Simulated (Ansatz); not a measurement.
# GaHI2: the cost of one run

Computed with Ansatz 0.2.0, driven from Python. The levels of theory stand in the script.

## 1. The system

Bond lengths: I1–Ga2 2.518 Å, Ga2–I3 2.592 Å, Ga2–H4 1.438 Å. Angles: I1–Ga2–I3 128.2°, I1–Ga2–H4 123.3°, I3–Ga2–H4 107.9°.

No structure file is read: the coordinates are typed or built in the script.

## 2. The script

The input, methods_gahi2.py:

```python
# -*- coding: utf-8 -*-
'''GaHI2 at several levels of theory.'''

import warnings

import ansatz

BASIS_SET = 'def2-SVP'


def main():
    warnings.simplefilter('ignore', ansatz.DeckWarning)

    geometry_ang = [
        ('I', (-2.3688, 0.163, -0.7286)),
        ('Ga', (0.0783, 0.1545, -0.1341)),
        ('I', (1.4213, -1.6878, 1.0996)),
        ('H', (0.9246, 1.31, -0.2573)),
    ]
    mol = ansatz.Crystal.molecule()
    for symbol, xyz in geometry_ang:
        mol = mol.atom(symbol, xyz)

    setup = mol.calculation().basis(gaussian=BASIS_SET)

    methods = ['mp2', 'ccsd', 'ccsd_t']
    reports = [setup.correlation(m).run().report for m in methods]
    print(f'Hartree-Fock reference {reports[0]["reference_energy_ev"] / 27.211386246:.6f} Ha')
    best = reports[-1]['free_energy_ev'] - reports[-1]['reference_energy_ev']
    for method, each in zip(methods, reports):
        gained = each['free_energy_ev'] - each['reference_energy_ev']
        print(f'{method:8s} total {each["free_energy_ev"] / 27.211386246:.6f} Ha  correlation {gained:9.4f} eV  ({100 * gained / best:.1f} % of the last)')


if __name__ == '__main__':
    main()
```

## 3. The calls as engine input

The package turns the script's settings into the engine's input (first run):

```yaml
crystal:
  periodic: [false, false, false]
  atoms:
    - { symbol: I, position_ang: [-2.3688, 0.163, -0.7286] }
    - { symbol: Ga, position_ang: [0.0783, 0.1545, -0.1341] }
    - { symbol: I, position_ang: [1.4213, -1.6878, 1.0996] }
    - { symbol: H, position_ang: [0.9246, 1.31, -0.2573] }
basis:
  gaussian:
    orbitals: def2-SVP
correlation:
  method: mp2
```

## 4. The run

On the command line:

```
$ python methods_gahi2.py
```

Q: Estimate wall time and peak memory on 1 thread of Arm Neoverse V2, shared host.

About 24 s, with a peak of 0.39 GiB.
